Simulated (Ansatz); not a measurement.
Working through a ladder of methods at one geometry of CH₄AlFN₂, SMILES N=[C](N)[AlH][F]

With Ansatz's Python interface.

Input file `ch4alfn2.xyz`:
```text
9

N     1.61500    0.43630   -0.34650
C     0.46300   -0.10780   -0.01100
N     0.47430   -1.42520    0.51130
Al   -1.19920    0.82840   -0.21780
F    -1.33260    2.47910   -0.90660
H     1.57410    1.46380   -0.75490
H    -0.34520   -1.91020    0.81440
H     1.45640   -1.90800    0.63160
H    -2.61740    0.09730    0.26250
```

Interactive session:
```pycon
>>> from pathlib import Path
>>> import ansatz as az
>>> import numpy as np
>>> molecule = az.Crystal.molecule_from_extxyz("ch4alfn2.xyz")
>>> job = molecule.calculation().basis(gaussian="def2-SVP")
>>> print("functional    E (Ha)        dipole (D)   HOMO (eV)  LUMO (eV)")
functional    E (Ha)        dipole (D)   HOMO (eV)  LUMO (eV)
>>> for name in ["cam_b3lyp", "blyp", "pbe", "revpbe", "r2scan"]:
...     report = job.functional(name).forces().orbitals().run(threads=1, pin="off", runs_dir="runs").report
...     lines = Path(report["orbitals_path"]).read_text().splitlines()
...     field_of = lambda key: [line.split("=")[1].strip() for line in lines if line.startswith(key)]
...     orbitals = [(27.211386 * float(e), s, float(n)) for e, s, n in zip(field_of("Ene="), field_of("Spin="), field_of("Occup="))]
...     homo = max(e for e, _, n in orbitals if n > 0.5)
...     lumo = min(e for e, _, n in orbitals if n < 0.5)
...     dipole = 4.803205 * np.linalg.norm(report["charge_distribution"]["dipole_moment_e_ang"])
...     print(f"{name:10s} {report['free_energy_ev'] / 27.211386246:14.6f} {dipole:9.3f} {homo:11.3f} {lumo:10.3f}")
...
cam_b3lyp     -491.957949     2.588      -8.104     -0.714
blyp          -492.001267     2.471      -5.212     -2.294
pbe           -491.646045     2.499      -5.360     -2.429
revpbe        -491.929230     2.485      -5.325     -2.339
r2scan        -491.898909     2.583      -5.679     -2.286
```

Caveats:
- The settings weren't tested for convergence.
- The geometry is a force-field or estimated start, not a minimum of this method, and the basis set is short of its limit. A lower total doesn't mark the better method: functionals have no common bound, and MP2 and coupled cluster aren't variational.
- Levels such as HOMO and LUMO are orbital energies: with these approximate functionals they aren't the ionisation energy and electron affinity, and their gap isn't the fundamental gap.
- Hardware and time: 18 s on 1 thread of Arm Neoverse V2, with other jobs on the host, peak memory 0.27 GiB.

(Lines on the test bed's own set-up are left out of the output.)
